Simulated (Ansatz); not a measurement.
# C3H9ClS3Sn: how energies converge with the basis set

The task here is to estimate one member of a computed series from the others.

The runs use Ansatz 0.2.0, Gaussian basis; one geometry, several basis sets.

The runs, in order: PBE0-D4/def2-SVP; ωB97M-V/def2-SVP; PBE0-D4/def2-QZVPP; ωB97M-V/def2-QZVPP; the functionals' def2-TZVPP values are taken from earlier runs.

**Structure used throughout**

The geometry comes from an earlier relaxation with PBE0-D4 in a triple-zeta def2 set; it is a stationary point, not always the lowest conformer. Sn takes the def2 core potential; no spin-orbit term is included.

SMILES `C[S][Sn]([Cl])([S]C)[S]C`, 17 atoms, charge 0, spin multiplicity 1.

Atoms are counted from 1 here; the program's logs count them from 0.

Bond lengths: C1–S2 1.820 Å, C1–H9 1.090 Å, C1–H10 1.090 Å, C1–H11 1.090 Å, S2–Sn3 2.387 Å, Sn3–Cl4 2.337 Å, Sn3–S5 2.375 Å, Sn3–S7 2.375 Å, S5–C6 1.820 Å, C6–H12 1.090 Å, C6–H13 1.090 Å, C6–H14 1.089 Å, S7–C8 1.820 Å, C8–H15 1.089 Å, C8–H16 1.090 Å, C8–H17 1.090 Å. Angles: S2–C1–H9 111.3°, S2–C1–H10 111.3°, S2–C1–H11 106.2°, H9–C1–H10 109.9°, H9–C1–H11 109.0°, H10–C1–H11 109.0°, C1–S2–Sn3 97.7°, S2–Sn3–Cl4 102.5°, S2–Sn3–S5 111.7°, S2–Sn3–S7 111.7°, Cl4–Sn3–S5 110.3°, Cl4–Sn3–S7 110.3°, S5–Sn3–S7 110.0°, Sn3–S5–C6 98.1°, S5–C6–H12 106.0°, S5–C6–H13 111.3°, S5–C6–H14 111.0°, H12–C6–H13 109.1° and more.

Geometry (Å):

```
C    -0.6385    2.1879   -0.7475
S    -1.0430    1.2146    0.7359
Sn    0.2396   -0.7263    0.2023
Cl   -0.1691   -2.1210    2.0324
S     2.5574   -0.2328    0.0433
C     2.7786    0.4908    1.6982
S    -0.5134   -1.7536   -1.8025
C    -2.2509   -2.0031   -1.3230
H     0.4308    2.3888   -0.8102
H    -0.9755    1.6866   -1.6546
H    -1.1715    3.1332   -0.6461
H     3.8031    0.8614    1.7302
H     2.0935    1.3222    1.8623
H     2.6465   -0.2626    2.4735
H    -2.3320   -2.7333   -0.5191
H    -2.7555   -2.3885   -2.2089
H    -2.7189   -1.0648   -1.0262
```

Set-up of the first run:

Contents of in.yaml:

```yaml
crystal:
  periodic: [false, false, false]
  atoms:
    - {symbol: C, position_ang: [-0.638483, 2.187864, -0.747492]}
    - {symbol: S, position_ang: [-1.043002, 1.214582, 0.735931]}
    - {symbol: Sn, position_ang: [0.239552, -0.726283, 0.202325]}
    - {symbol: Cl, position_ang: [-0.169105, -2.121035, 2.032423]}
    - {symbol: S, position_ang: [2.557373, -0.232792, 0.043281]}
    - {symbol: C, position_ang: [2.778606, 0.490752, 1.698161]}
    - {symbol: S, position_ang: [-0.513412, -1.753567, -1.802517]}
    - {symbol: C, position_ang: [-2.250876, -2.003094, -1.322998]}
    - {symbol: H, position_ang: [0.430770, 2.388809, -0.810201]}
    - {symbol: H, position_ang: [-0.975531, 1.686629, -1.654574]}
    - {symbol: H, position_ang: [-1.171510, 3.133234, -0.646083]}
    - {symbol: H, position_ang: [3.803084, 0.861376, 1.730213]}
    - {symbol: H, position_ang: [2.093531, 1.322181, 1.862301]}
    - {symbol: H, position_ang: [2.646459, -0.262576, 2.473481]}
    - {symbol: H, position_ang: [-2.331956, -2.733267, -0.519053]}
    - {symbol: H, position_ang: [-2.755471, -2.388475, -2.208903]}
    - {symbol: H, position_ang: [-2.718930, -1.064838, -1.026196]}
basis:
  gaussian: {orbitals: def2-SVP}
hamiltonian: {xc: pbe0, dispersion: d4}
output: {orbitals: {seedname: orbitals}}
```

On the command line:

```
$ ansatz run in.yaml --threads 4 --pin off --events-out ev --progress --plain --max-ram 46080MiB --backend cpu
```

Steps of the session up to this table: PBE0-D4 in def2-SVP; ωB97M-V in def2-SVP; PBE0-D4 in def2-QZVPP; ωB97M-V in def2-QZVPP.

One table of the session follows, with a row left open; its other results are not shown here.

It belongs to the step «Density functionals: the series». 

| functional | basis | HOMO (eV) | LUMO (eV) |
| --- | --- | --- | --- |
| PBE0-D4 | def2-SVP | -7.11 | -1.66 |
| PBE0-D4 | def2-TZVPP | -7.18 | -1.80 |
| PBE0-D4 | def2-QZVPP | -7.20 | -1.85 |
| ωB97M-V | def2-SVP | ? | ? |
| ωB97M-V | def2-TZVPP | -9.37 | 0.12 |
| ωB97M-V | def2-QZVPP | -9.40 | 0.02 |

**Question.** Estimate the row for ωB97M-V, def2-SVP.

The run gave: HOMO (eV): -9.26; LUMO (eV): 0.36. In the column «HOMO (eV)» it lies between ωB97M-V, def2-TZVPP (-9.37) and PBE0-D4, def2-QZVPP (-7.20).
